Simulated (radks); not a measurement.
**Ru²⁴⁺ in [Ne] 3s2 3p5 3d3: an all-electron calculation**

What are the levels of the ruthenium ion Ru24+, how large are its shells, and how does its energy divide?

Program: radks (a radial shooting solver on a logarithmic mesh, Libxc functionals) version 1. Level of theory: Dirac Kohn-Sham, RPBE, spin-unpolarised, spherical densities, finite nucleus; open shells fill j = l - 1/2 first. These are calculated values, not measurements, unless marked.

## Step 1: The atom as given

```
element            : ruthenium (Z = 44)
charge             : +24
electrons          : 20
configuration      : [Ne] 3s2 3p5 3d3
nuclear rms radius : 4.4809 fm
```

## Step 2: Self-consistent calculation

Settings of this run:

```text
Z 44
configuration [Ne] 3s2 3p5 3d3
relativity Dirac
functional rpbe,pbe
spin unpolarised
j_filling energy
nucleus finite rms 4.4809 fm
c 137.035999084
```

Command:

```
python run_ks.py task.json out
```

All runs below come from this command, one after another.

**Question.** What will this run give?

The runs gave:

| quantity | value |
| --- | --- |
| total energy | -4171.38638 hartree |
| exchange-correlation share of it | 2.41 % |
| −T/E | 1.0444 |
| highest occupied level | 3d3/2, -1144.7 eV |
| most extended occupied level | 3s1/2, <r> = 0.370 bohr |
| radius at density 0.001 e/bohr³ | 1.06 bohr |
| maxima of the radial density | 3 |

What this shows: 3 principal shells are occupied and 3 maxima appear in the radial density. Relativity lifts −T/E to 1.044. This is not the tabulated ground configuration, so its levels and sizes aren't those of the ground state, and no measured value stands beside it.
